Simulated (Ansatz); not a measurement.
Crystal: SiF.

```
Si F
1.0
     3.02860    0.00000    0.00000
     0.00000    3.02860    0.00000
     0.00000    0.00000    3.02860
Si F
1 1
Cartesian
  1.5143 1.5143 1.5143
  0.0000 0.0000 0.0000
```

The cell was built by a generator and needn't be a form met in nature.

| Property | Result |
| --- | --- |
| Program | Ansatz 0.2.0 |
| Task | relaxation of cell and atoms |
| Functional | revPBE |
| Potentials or basis | Ansatz PAW |
| Cutoff | 420 eV (not typed: the program's choice for these potentials) |
| k mesh | 9 × 9 × 9 |
| Occupations | fermi-dirac, width 0.05 eV |
| Spin | no spin polarisation |

At the start: volume 13.89 Å³/atom.

How do energy, volume and symmetry change on relaxing?

It ends after 6 steps and the volume is 14.27 Å³/atom (+2.7 %); space group Pm-3m (No. 221, to 0.05 Å).

The path:
| step | energy change (eV) | largest force (eV/Å) | volume (Å³) |
| --- | --- | --- | --- |
| 1 | 0.0000 | 0.0000 | 27.78 |
| 2 | -0.0017 | 0.0000 | 28.63 |
| 3 | -0.0023 | 0.0000 | 28.48 |
| 4 | -0.0045 | 0.0000 | 28.48 |
| 5 | -0.0044 | 0.0000 | 28.54 |
| 6 | -0.0044 | 0.0000 | 28.54 |

Final structure:
```
CELL_PARAMETERS angstrom
3.05589 0.00000 0.00000
0.00000 3.05589 0.00000
0.00000 0.00000 3.05589
ATOMIC_POSITIONS crystal
Si 0.50000 0.50000 0.50000
F 0.00000 0.00000 0.00000
```

Caveat: the plane-wave basis is chosen anew once the cell has moved, so the energies of steps on either side of that aren't comparable; the pressure holds a Pulay correction of +0.4 GPa for the finite cutoff; an odd number of electrons without spin polarisation forces a metal; a magnetic or distorted state may lie lower; the PAW data sets come from PBE, with cores solved anew for the run's functional, which leaves a small shift of forces and pressure.
